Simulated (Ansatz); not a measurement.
# BH3LiNS (SMILES [Li][B](N)S): one structure at several levels

An exercise on one series of results from a longer session: the logs are not shown, and one member is left open.

The runs use Ansatz 0.2.0, Gaussian basis; single points in def2-TZVPP.

Cores are frozen in the correlated methods. The outer core shell of Li, Na, Mg and K is correlated.

### Where the work starts

SMILES `[Li][B](N)S`, 7 atoms, charge 0, spin multiplicity 1.

Atoms are counted from 1 here; the program's logs count them from 0.

Bond lengths: Li1–B2 1.955 Å, B2–N3 1.353 Å, B2–S4 1.865 Å, N3–H5 1.026 Å, N3–H6 0.962 Å, S4–H7 1.328 Å. Angles: Li1–B2–N3 151.5°, Li1–B2–S4 101.4°, N3–B2–S4 107.1°, B2–N3–H5 122.9°, B2–N3–H6 123.8°, H5–N3–H6 113.3°, B2–S4–H7 99.1°.

Geometry (Å):

```csv
atom,x (Å),y (Å),z (Å)
Li1,-2.1795,-0.1893,0.6010
B2,-0.2610,0.0049,0.2797
N3,1.0059,0.1851,0.7195
S4,-0.1787,-0.1756,-1.5746
H5,1.8171,0.2069,0.0911
H6,1.2409,0.2892,1.6470
H7,-1.4727,-0.3321,-1.8275
```

Set-up of the first run:

Input file run/in.yaml:

```yaml
crystal:
  periodic: [false, false, false]
  atoms:
    - {symbol: Li, position_ang: [-2.179500, -0.189300, 0.601000]}
    - {symbol: B, position_ang: [-0.261000, 0.004900, 0.279700]}
    - {symbol: N, position_ang: [1.005900, 0.185100, 0.719500]}
    - {symbol: S, position_ang: [-0.178700, -0.175600, -1.574600]}
    - {symbol: H, position_ang: [1.817100, 0.206900, 0.091100]}
    - {symbol: H, position_ang: [1.240900, 0.289200, 1.647000]}
    - {symbol: H, position_ang: [-1.472700, -0.332100, -1.827500]}
basis:
  gaussian: {orbitals: def2-TZVPP}
correlation: {method: ccsd_t}
output: {forces: true}
```

The run is started by

```
ansatz run in.yaml --threads 4 --pin off --events-out ev --progress --plain --max-ram 5222MiB
```

Among the steps run: CCSD(T)/def2-TZVPP; PBE0-D4/def2-TZVPP; wB97M-V/def2-TZVPP; r2SCAN-D4/def2-TZVPP; PBE-D4/def2-TZVPP; B97M-V/def2-TZVPP; r2SCAN0-D4/def2-TZVPP.

One table of the session follows, with a row left open; its other results are not shown here.

```
    method  RMS force component (eV/Å)  angle to CCSD(T) forces (°)  dipole (D)
   CCSD(T)                       0.913                    reference        4.64
   PBE0-D4                       0.846                          8.2        4.54
   wB97M-V                       0.855                          5.2        4.53
 r2SCAN-D4                       0.855                          6.4        4.54
    PBE-D4                       0.885                         13.4        4.23
    B97M-V                           ?                            ?           ?
r2SCAN0-D4                       0.840                          9.3        4.71
```

**Question.** Estimate the row for B97M-V.

The run gave: RMS force component (eV/Å): 0.816; angle to CCSD(T) forces (°): 8.1; dipole (D): 4.45. In the column «RMS force component (eV/Å)» it is the lowest.
